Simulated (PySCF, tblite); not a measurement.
# C4H9ClSSi2: geometry, infrared bands and NMR shifts

Wanted: the infrared bands and NMR shifts of C4H9ClSSi2 (`C#C[Si@H](Cl)S[SiH2]CC`), by calculation.

The runs use tblite 0.8.0 and PySCF 2.14.0, with density-fitted response routines of our own; the level of theory stands in each step. All values are computed, except where a source is named. Atoms count from 0, in the outputs and in this text.

**1. The molecule as given**

17 atoms, charge 0, multiplicity 1; geometry from: force field or distance geometry start.

Bonds of the start (Å): C0–C1 1.19, C1–Si2 1.82, Si2–Cl3 2.10, Si2–S4 2.09, S4–Si5 2.12, Si5–C6 1.89, C6–C7 1.50, C0–H8 1.08, Si2–H9 1.49, Si5–H10 1.46, Si5–H11 1.49, C6–H12 1.10, C6–H13 1.13, C7–H14 1.11, C7–H15 1.10, C7–H16 1.11.

**2. Optimising the geometry with GFN2-xTB**

What the job is given:

```
{"job": {"kind": "relax", "xc": "GFN2-xTB", "basis": "xTB"}, "charge": 0, "multiplicity": 1}
C     -3.833700     1.106300    -0.907500
C     -3.357400     0.479000    -0.017700
Si    -2.639600    -0.475900     1.349400
Cl    -2.515300     0.783300     3.027400
S     -0.750000    -1.280000     0.954300
Si     0.415000    -0.286900    -0.510700
C      2.211100    -0.731600    -0.145900
C      3.117300     0.455800    -0.302800
H     -4.288600     1.679600    -1.697200
H     -3.549700    -1.600200     1.721900
H      0.270100     1.160800    -0.551800
H      0.178600    -0.824500    -1.877100
H      2.554500    -1.599000    -0.726700
H      2.256900    -1.065700     0.932600
H      2.718200     1.075000    -1.136100
H      4.147800     0.108600    -0.472200
H      3.057900     1.027300     0.649100
```

Run with:

```console
> OMP_NUM_THREADS=1 python probes_run.py task.json out
```

The driver reads the jobs from task.json and runs them one after another.

**Question.** This job is followed by: GFN2-xTB harmonic vibrations, gas phase; GIAO PBE0/pcSseg-1 NMR shielding, non-relativistic, gas phase. What will the session give for the following? strongest single infrared mode (GFN2-xTB); zero-point energy (GFN2-xTB); ¹³C shifts against TMS (PBE0/pcSseg-1); ¹H shifts against TMS (PBE0/pcSseg-1, means over atoms taken as alike); ²⁹Si shifts against TMS (PBE0/pcSseg-1); ³⁵Cl shifts against HCl (PBE0/pcSseg-1); ³³S shifts against CS2 (PBE0/pcSseg-1); surface potential, 1st and 99th percentile.

The runs gave:

```
                                                              quantity                                         value
                             strongest single infrared mode (GFN2-xTB)                         2265 cm⁻¹, 302 km/mol
                                          zero-point energy (GFN2-xTB)                                 70.7 kcal/mol
                                ¹³C shifts against TMS (PBE0/pcSseg-1)                    105.1, 87.6, 10.3, 8.9 ppm
¹H shifts against TMS (PBE0/pcSseg-1, means over atoms taken as alike)  5.67, 5.01, 4.93, 2.30, 1.23, 1.22, 1.17 ppm
                               ²⁹Si shifts against TMS (PBE0/pcSseg-1)                              -20.9, -28.1 ppm
                               ³⁵Cl shifts against HCl (PBE0/pcSseg-1)                                        52 ppm
                                ³³S shifts against CS2 (PBE0/pcSseg-1)                                      -206 ppm
                                 surface potential, 1st and 99th percentile                            -0.83 V and 1.54 V
```

In words: Over 171 steps the energy fell by 0.536 eV; of the close pairs, Si2–Cl3 changed most, 2.102 to 2.019 Å. All 45 modes are real, so the xTB geometry is a minimum. The strongest single mode, at 2265 cm⁻¹, moves mainly H11 and H10. Unscaled tight-binding wavenumbers are off by several per cent, some by more. Its intensities can rank the bands wrongly. At PBE0/pcSseg-1: The widest tensor belongs to C1: span 295 ppm, with a paramagnetic part of -163 ppm. By nearest atom (PBE0/pcSseg-1), the HOMO sits on S4 76 % and the LUMO on C0, C1 about 22 % each; Si2 17 %.
